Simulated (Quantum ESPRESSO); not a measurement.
# Nb in Quantum ESPRESSO: work function with PBE

Aim: the work function of Nb with PBE.

Everything below comes from runs of Quantum ESPRESSO 7.5. Logs are shortened: lines on timing, memory, paths and dates and some standing lists are left out, and cuts for length are marked.

### 1 Starting point

The cell holds a slab with vacuum, 5 atoms: a = 2.882 Å, b = 2.882 Å, c = 24.413 Å, α = 90.00°, β = 90.00°, γ = 109.47°.

### 2 Work function, PBE

pw.in reads:

```
&CONTROL
  calculation = 'scf'
  prefix = 'pwscf'
  outdir = './tmp'
  pseudo_dir = './pseudo'
  tprnfor = .true.
  disk_io = 'low'
/
&SYSTEM
  ibrav = 0
  celldm(1) = 8
  nat = 5
  ntyp = 1
  ecutwfc = 82
  nbnd = 43
  occupations = 'smearing'
  smearing = 'fd'
  degauss = 0.00367493
/
&ELECTRONS
  conv_thr = 5d-09
  electron_maxstep = 150
  mixing_beta = 0.3
  mixing_mode = 'local-TF'
/
ATOMIC_SPECIES
Nb    92.9064 Nb.upf
CELL_PARAMETERS alat
  0.6807846884450   0.0000000000000  -0.0000000000000
 -0.2269282294817   0.6418499596365   0.0000000000000
  0.0000000000000   0.0000000000000   5.7666699655264
ATOMIC_POSITIONS crystal
Nb     0.5000000000    0.5000000000    0.3072168604
Nb     0.0000000000    0.0000000000    0.4036084302
Nb     0.5000000000    0.5000000000    0.5000000000
Nb     0.0000000000    0.0000000000    0.5963915698
Nb     0.5000000000    0.5000000000    0.6927831396
K_POINTS automatic
10 10 1 0 0 0
```

pp_density.in reads:

```
&INPUTPP
  prefix = 'pwscf'
  outdir = './tmp'
  filplot = 'density.dat'
  plot_num = 0
/
&PLOT
  nfile = 1
  filepp(1) = 'density.dat'
  iflag = 3
  output_format = 6
  fileout = 'density.cube'
/
```

pp_potential.in reads:

```
&INPUTPP
  prefix = 'pwscf'
  outdir = './tmp'
  filplot = 'potential.dat'
  plot_num = 11
/
&PLOT
  nfile = 1
  filepp(1) = 'potential.dat'
  iflag = 3
  output_format = 6
  fileout = 'potential.cube'
/
```

pp_elf.in reads:

```
&INPUTPP
  prefix = 'pwscf'
  outdir = './tmp'
  filplot = 'elf.dat'
  plot_num = 8
/
&PLOT
  nfile = 1
  filepp(1) = 'elf.dat'
  iflag = 3
  output_format = 6
  fileout = 'elf.cube'
/
```

Potentials or basis: PseudoDojo 0.4.1 SR PBE standard.

The run is started by

```bash
OMP_NUM_THREADS=1 pw.x -in pw.in > pw.out
OMP_NUM_THREADS=1 pp.x -in pp_density.in > pp_density.out
OMP_NUM_THREADS=1 pp.x -in pp_potential.in > pp_potential.out
OMP_NUM_THREADS=1 pp.x -in pp_elf.in > pp_elf.out
```

pw.out:

```text
This program is part of the open-source Quantum ESPRESSO suite
     for quantum simulation of materials; please cite
[... 9 lines left out ...]
     --------------------
     sticks:   dense  smooth     PW     G-vecs:    dense   smooth      PW
     Sum         731     731    221               129455   129455   22111

     Using Slab Decomposition

     bravais-lattice index     =            0
     lattice parameter (alat)  =       8.0000  a.u.
     unit-cell volume          =    1290.1445 (a.u.)^3
     number of atoms/cell      =            5
     number of atomic types    =            1
     number of electrons       =        65.00
     number of Kohn-Sham states=           43
     kinetic-energy cutoff     =      82.0000  Ry
     charge density cutoff     =     328.0000  Ry
     scf convergence threshold =      5.0E-09
     mixing beta               =       0.3000
     number of iterations used =            8  local-TF  mixing
     Exchange-correlation= PBE
                           (   1   4   3   4   0   0   0)

     celldm(1)=   8.000000  celldm(2)=   0.000000  celldm(3)=   0.000000
     celldm(4)=   0.000000  celldm(5)=   0.000000  celldm(6)=   0.000000

     crystal axes: (cart. coord. in units of alat)
               a(1) = (   0.680785   0.000000  -0.000000 )
               a(2) = (  -0.226928   0.641850   0.000000 )
               a(3) = (   0.000000   0.000000   5.766670 )

     reciprocal axes: (cart. coord. in units 2 pi/alat)
               b(1) = (  1.468893  0.519332 -0.000000 )
               b(2) = ( -0.000000  1.557997  0.000000 )
               b(3) = (  0.000000  0.000000  0.173410 )

     PseudoPot. # 1 for Nb read from file:
     Nb.upf
     Pseudo is Norm-conserving + core correction, Zval = 13.0
     Generated using ONCVPSP code by D. R. Hamann
     Using radial grid of 1680 points,  6 beta functions with:
                l(1) =   0
                l(2) =   0
                l(3) =   1
                l(4) =   1
                l(5) =   2
                l(6) =   2

     atomic species   valence    mass     pseudopotential
     Nb               13.00    92.90640     Nb( 1.00)

      4 Sym. Ops., with inversion, found

   Cartesian axes

     site n.     atom                  positions (alat units)
         1        Nb     tau(   1) = (   0.2269282   0.3209250   1.7716182  )
         2        Nb     tau(   2) = (   0.0000000   0.0000000   2.3274766  )
         3        Nb     tau(   3) = (   0.2269282   0.3209250   2.8833350  )
         4        Nb     tau(   4) = (   0.0000000   0.0000000   3.4391934  )
         5        Nb     tau(   5) = (   0.2269282   0.3209250   3.9950517  )

     number of k points=    52  Fermi-Dirac smearing, width (Ry)=  0.0037
                       cart. coord. in units 2pi/alat
        k(    1) = (   0.0000000   0.0000000   0.0000000), wk =   0.0200000
        k(    2) = (   0.0000000   0.1557997   0.0000000), wk =   0.0400000
        k(    3) = (   0.0000000   0.3115993   0.0000000), wk =   0.0400000
        k(    4) = (   0.0000000   0.4673990   0.0000000), wk =   0.0400000
        k(    5) = (   0.0000000   0.6231986   0.0000000), wk =   0.0400000
        k(    6) = (   0.0000000  -0.7789983   0.0000000), wk =   0.0200000
[... 44 lines left out ...]
        k(   51) = (  -0.7344466   0.3635325   0.0000000), wk =   0.0400000
        k(   52) = (  -0.7344466  -1.0386643   0.0000000), wk =   0.0200000

     Dense  grid:   129455 G-vectors     FFT dimensions: (  32,  32, 270)

     Initial potential from superposition of free atoms

     starting charge      64.9884, renormalised to      65.0000

     negative rho (up, down):  1.174E-05 0.000E+00
     Starting wfcs are   50 randomized atomic wfcs

     Self-consistent Calculation

     iteration #  1     ecut=    82.00 Ry     beta= 0.30
     Davidson diagonalization with overlap
     ethr =  1.00E-02,  avg # of iterations =  2.9

     negative rho (up, down):  1.502E-08 0.000E+00

     total energy              =    -622.81152723 Ry
     estimated scf accuracy    <       5.81476812 Ry

     iteration #  2     ecut=    82.00 Ry     beta= 0.30
     Davidson diagonalization with overlap
     ethr =  8.95E-03,  avg # of iterations =  1.0

     total energy              =    -622.66510249 Ry
     estimated scf accuracy    <       2.01175992 Ry

     iteration #  3     ecut=    82.00 Ry     beta= 0.30
     Davidson diagonalization with overlap
     ethr =  3.10E-03,  avg # of iterations =  1.0

     total energy              =    -622.69096261 Ry
     estimated scf accuracy    <       0.27563415 Ry

     iteration #  4     ecut=    82.00 Ry     beta= 0.30
     Davidson diagonalization with overlap
     ethr =  4.24E-04,  avg # of iterations =  1.6

     total energy              =    -622.69300421 Ry
     estimated scf accuracy    <       1.69577292 Ry

     iteration #  5     ecut=    82.00 Ry     beta= 0.30
     Davidson diagonalization with overlap
     ethr =  4.24E-04,  avg # of iterations =  1.0

     total energy              =    -622.69168520 Ry
     estimated scf accuracy    <       0.37045639 Ry

     iteration #  6     ecut=    82.00 Ry     beta= 0.30
     Davidson diagonalization with overlap
     ethr =  4.24E-04,  avg # of iterations =  1.0

     total energy              =    -622.70073535 Ry
     estimated scf accuracy    <       0.03820638 Ry

     iteration #  7     ecut=    82.00 Ry     beta= 0.30
     Davidson diagonalization with overlap
     ethr =  5.88E-05,  avg # of iterations =  5.4
[... 78 lines left out ...]
     total energy              =    -622.70165436 Ry
     estimated scf accuracy    <       0.00000017 Ry

     iteration # 17     ecut=    82.00 Ry     beta= 0.30
     Davidson diagonalization with overlap
     ethr =  2.60E-10,  avg # of iterations =  2.1

     negative rho (up, down):  9.860E-06 0.000E+00

     total energy              =    -622.70165441 Ry
     estimated scf accuracy    <       0.00000008 Ry

     iteration # 18     ecut=    82.00 Ry     beta= 0.30
     Davidson diagonalization with overlap
     ethr =  1.26E-10,  avg # of iterations =  1.2

     negative rho (up, down):  2.772E-06 0.000E+00

     total energy              =    -622.70165437 Ry
     estimated scf accuracy    <       0.00000002 Ry

     iteration # 19     ecut=    82.00 Ry     beta= 0.30
     Davidson diagonalization with overlap
     ethr =  3.32E-11,  avg # of iterations =  2.1

     total energy              =    -622.70165437 Ry
     estimated scf accuracy    <          5.4E-09 Ry

     iteration # 20     ecut=    82.00 Ry     beta= 0.30
     Davidson diagonalization with overlap
     ethr =  8.36E-12,  avg # of iterations =  2.8

     End of self-consistent calculation

          k = 0.0000 0.0000 0.0000 ( 16073 PWs)   bands (ev):

   -48.3745 -48.3739 -48.1304 -48.0659 -47.9718 -24.8057 -24.6978 -24.3794
   -24.0484 -24.0428 -24.0067 -23.8327 -23.7885 -23.7885 -23.6964 -23.6669
   -23.5643 -23.5631 -23.5627 -23.5119   0.6516   1.3679   2.2227   2.6748
     2.6776   4.7202   4.9694   5.4115   5.8398   5.9392   5.9762   6.3712
     6.4140   6.5194   6.8641   7.0417   7.6290   7.9319   8.8106   8.8315
     8.8603   9.1511   9.1889

          k = 0.0000 0.1558 0.0000 ( 16097 PWs)   bands (ev):

   -48.3630 -48.3625 -48.1169 -48.0562 -47.9652 -24.7750 -24.6830 -24.3918
   -24.1301 -24.0839 -24.0097 -23.8560 -23.8356 -23.8278 -23.7712 -23.6420
   -23.6378 -23.6007 -23.5898 -23.5429   0.9406   1.6406   2.4980   2.9547
     2.9665   4.7861   5.0177   5.4441   5.7262   5.8497   5.9933   6.1177
     6.3118   6.6522   6.6855   6.9602   7.3567   7.8548   8.6556   8.6657
     8.8570   9.0653   9.1890

          k = 0.0000 0.3116 0.0000 ( 16156 PWs)   bands (ev):

   -48.3327 -48.3324 -48.0803 -48.0307 -47.9487 -24.6941 -24.6519 -24.4517
   -24.3225 -24.2402 -24.1185 -23.9910 -23.9301 -23.8845 -23.8722 -23.7862
   -23.6970 -23.6505 -23.6053 -23.5592   1.7022   2.2975   3.0789   3.5907
     3.6244   4.8909   5.0420   5.3992   5.5777   5.6193   5.6542   5.9507
     6.0476   6.0562   6.3808   7.3656   7.4151   8.4021   8.6698   8.6911
     8.7740   8.9867   9.0421

          k = 0.0000 0.4674 0.0000 ( 16183 PWs)   bands (ev):

   -48.2950 -48.2949 -48.0315 -47.9990 -47.9315 -24.6664 -24.6450 -24.5889
   -24.5517 -24.4134 -24.3336 -24.1878 -24.0458 -23.9405 -23.9176 -23.8413
   -23.7729 -23.6676 -23.5978 -23.5686   2.5983   2.8336   3.2771   3.7374
     4.0293   4.9544   4.9879   5.1105   5.2742   5.5684   5.6137   5.8613
     6.1069   6.1666   6.3139   8.2602   8.3114   8.6818   8.9408   9.0957
     9.1523   9.3189   9.4179

          k = 0.0000 0.6232 0.0000 ( 16224 PWs)   bands (ev):

   -48.2642 -48.2642 -47.9857 -47.9732 -47.9234 -24.8154 -24.7977 -24.7184
   -24.6641 -24.5502 -24.3721 -24.2665 -24.0858 -23.9957 -23.9431 -23.8550
   -23.8434 -23.6639 -23.5936 -23.5765   2.8830   2.9265   3.3056   3.5241
     3.9230   4.7757   4.8043   4.9248   4.9521   5.0502   5.8191   6.3084
     6.7564   7.1555   7.5917   8.8118   8.9267   9.1201   9.1533   9.3486
     9.3624   9.4165  10.0312
[... 336 lines left out ...]
   -48.1986 -48.1984 -47.9409 -47.8979 -47.8212 -24.7844 -24.7786 -24.6047
   -24.5053 -24.4945 -24.4574 -24.4514 -24.4420 -24.3494 -24.2378 -24.1749
   -24.0810 -23.9332 -23.9014 -23.6434   2.9375   3.0508   3.1400   3.4220
     3.5180   3.7021   3.7940   4.6763   5.0757   5.8995   5.9028   7.2276
     7.3738   7.7866   8.2236   8.2493   8.8348   8.8883   8.9992   9.9333
    10.2511  10.3115  10.7495

          k = 0.5876-0.2597 0.0000 ( 16193 PWs)   bands (ev):

   -48.2207 -48.2205 -47.9629 -47.9205 -47.8444 -24.6889 -24.6884 -24.5204
   -24.5109 -24.5026 -24.4981 -24.3811 -24.3238 -24.2752 -24.1845 -24.1238
   -24.0040 -23.9556 -23.8371 -23.6576   3.1763   3.4782   3.5284   3.7013
     3.8898   3.9512   4.2775   4.6737   5.1455   5.2905   6.2143   6.8314
     7.0284   7.0869   7.5884   7.9556   8.1230   8.1857   8.5784   8.8894
     9.4713   9.9071  10.1010

          k = 0.5876-0.1039 0.0000 ( 16177 PWs)   bands (ev):

   -48.2446 -48.2445 -47.9831 -47.9468 -47.8760 -24.7005 -24.6983 -24.5817
   -24.5716 -24.4742 -24.4613 -24.3195 -24.1488 -24.1483 -24.1310 -23.9518
   -23.8941 -23.8799 -23.7447 -23.6830   3.4689   3.6224   3.7541   3.9449
     4.3012   4.7370   4.9136   4.9216   5.1914   5.2098   5.5363   5.8379
     5.9508   6.3345   6.3941   7.6591   7.7203   8.1757   8.3495   8.9026
     9.1792   9.8833   9.8910

          k = 0.5876 0.0519 0.0000 ( 16204 PWs)   bands (ev):

   -48.2612 -48.2611 -47.9926 -47.9669 -47.9053 -24.7662 -24.7587 -24.6584
   -24.6390 -24.4962 -24.4299 -24.2898 -24.0919 -24.0159 -23.9907 -23.8914
   -23.8147 -23.7224 -23.6431 -23.6293   3.1296   3.1644   3.4771   3.8011
     4.3917   4.9509   5.0442   5.0749   5.2121   5.2195   5.3076   5.6613
     6.0096   6.2461   6.4780   8.3035   8.3580   8.7045   8.8164   9.1779
     9.1872   9.5117   9.8886

          k =-0.7344-0.2597 0.0000 ( 16234 PWs)   bands (ev):

   -48.2524 -48.2524 -47.9635 -47.9634 -47.9249 -24.8900 -24.8701 -24.7848
   -24.7010 -24.6453 -24.3205 -24.2701 -24.0853 -24.0174 -23.9700 -23.8706
   -23.8590 -23.6602 -23.5920 -23.5803   2.8208   2.8484   3.3764   3.4267
     3.8589   4.6933   4.7078   4.8226   4.8240   4.8684   6.1320   6.5203
     7.1441   7.6816   8.3855   9.0373   9.0553   9.1283   9.1302   9.3639
     9.4709   9.7394  10.1260

          k =-0.7344-0.1039 0.0000 ( 16213 PWs)   bands (ev):

   -48.2456 -48.2456 -47.9621 -47.9554 -47.9109 -24.8642 -24.8489 -24.7534
   -24.6860 -24.6180 -24.3418 -24.2799 -24.0991 -24.0583 -24.0070 -23.9050
   -23.8876 -23.7278 -23.6445 -23.6370   3.0487   3.0714   3.6002   3.6550
     4.1998   4.7402   4.7775   4.8240   5.1067   5.1224   5.8654   6.1068
     6.5778   7.0892   7.3698   8.2902   8.3874   8.7674   9.1962   9.3451
     9.4769   9.6095  10.0890

          k =-0.7344 0.0519 0.0000 ( 16182 PWs)   bands (ev):

   -48.2275 -48.2275 -47.9536 -47.9346 -47.8789 -24.8017 -24.7963 -24.6738
   -24.6375 -24.5720 -24.3953 -24.3153 -24.1954 -24.1894 -24.1236 -24.0028
   -23.9121 -23.8981 -23.7398 -23.7156   3.5576   3.5675   3.9006   3.9496
     4.5578   4.6249   4.8261   4.9578   5.3643   5.3803   5.5515   6.0247
     6.2019   6.2442   6.3504   7.5695   7.8495   8.2964   8.6963   9.1022
     9.3389   9.9174  10.1489

          k =-0.7344 0.2077 0.0000 ( 16212 PWs)   bands (ev):

   -48.2050 -48.2049 -47.9392 -47.9088 -47.8430 -24.7657 -24.7649 -24.5976
   -24.5925 -24.5522 -24.4621 -24.4113 -24.3426 -24.3094 -24.2255 -24.1413
   -24.0332 -23.9823 -23.8035 -23.6952   3.4556   3.5885   3.6635   3.9140
     3.9627   4.1977   4.5599   4.6099   4.8938   4.9300   6.0615   6.3211
     7.0090   7.0588   7.1839   8.0553   8.1930   8.6676   8.7554   9.1933
     9.2363  10.1048  10.1490

          k =-0.7344 0.3635 0.0000 ( 16207 PWs)   bands (ev):

   -48.1867 -48.1866 -47.9258 -47.8878 -47.8153 -24.8364 -24.8294 -24.6565
   -24.5586 -24.4959 -24.4936 -24.4634 -24.4439 -24.3876 -24.2494 -24.2241
   -24.0546 -24.0165 -23.8542 -23.6574   3.0278   3.0357   3.0725   3.4394
     3.5719   3.6613   3.8060   4.6860   4.9009   5.4998   6.1514   6.6898
     7.6901   7.7246   8.3616   8.3955   8.9226   9.0667   9.1260  10.1556
    10.2282  10.6686  10.8882

          k =-0.7344-1.0387 0.0000 ( 16206 PWs)   bands (ev):

   -48.1797 -48.1796 -47.9205 -47.8797 -47.8050 -24.8854 -24.8765 -24.7022
   -24.5843 -24.4923 -24.4825 -24.4643 -24.4436 -24.4192 -24.2787 -24.1638
   -24.1200 -23.9707 -23.8955 -23.6423   2.8020   2.8442   2.8708   3.1986
     3.3325   3.5389   3.5451   4.6669   4.9284   5.7669   6.1571   7.1286
     7.9948   8.0178   8.1022   8.8794   8.9685   9.0534   9.0611  10.6568
    10.7120  11.6511  11.7003

     the Fermi energy is     6.2523 ev

!    total energy              =    -622.70165437 Ry
     estimated scf accuracy    <          2.9E-10 Ry
     smearing contrib. (-TS)   =      -0.00506358 Ry
     internal energy E=F+TS    =    -622.69659079 Ry

     The total energy is F=E-TS. E is the sum of the following terms:
     one-electron contribution =   -4089.89598711 Ry
     hartree contribution      =    2053.99011527 Ry
     xc contribution           =    -130.29415483 Ry
     ewald contribution        =    1543.50343588 Ry

     convergence has been achieved in  20 iterations

     Forces acting on atoms (cartesian axes, Ry/au):

     atom    1 type  1   force =     0.00000000    0.00000000    0.02016669
     atom    2 type  1   force =     0.00000000    0.00000000   -0.01409887
     atom    3 type  1   force =     0.00000000    0.00000000    0.00000000
     atom    4 type  1   force =     0.00000000    0.00000000    0.01409887
     atom    5 type  1   force =     0.00000000    0.00000000   -0.02016669

     Total force =     0.034799     Total SCF correction =     0.000086

=------------------------------------------------------------------------------=
   JOB DONE.
=------------------------------------------------------------------------------=
```

It took 16 min on 1 thread of Intel Xeon 6975P-C (Granite Rapids), shared host; peak memory 0.75 GiB.

What came out:

```
Free energy                     : -8472.2876 eV
Largest force                   : 0.519 eV/Å
Band gap on the k mesh          : none (metal or under the smearing width)
Work function of the upper face : 4.56 eV
Work function of the lower face : 4.56 eV
```

Forces in eV/Å, atoms in the order of the input:
```
Nb   0.000  0.000  0.519
Nb   0.000  0.000 -0.362
Nb   0.000  0.000  0.000
Nb   0.000  0.000  0.362
Nb   0.000  0.000 -0.519
```

Levels at points of the mesh, in eV from the Fermi level:
```csv
k point,band 28,band 29,band 30,band 31,band 32,band 33,band 34,band 35,band 36,band 37
"(0.00, 0.00, 0.00)",-0.84,-0.41,-0.31,-0.28,0.12,0.16,0.27,0.61,0.79,1.38
"(0.00, -0.50, 0.00)",-1.43,-1.43,-1.38,-0.12,0.27,0.89,1.43,2.13,2.78,2.80
"(-0.50, 0.00, 0.00)",-1.43,-1.43,-1.38,-0.12,0.27,0.89,1.43,2.13,2.78,2.80
"(-0.50, -0.50, 0.00)",-1.59,-1.32,-0.49,-0.10,0.88,1.74,1.77,1.85,2.63,2.72
```
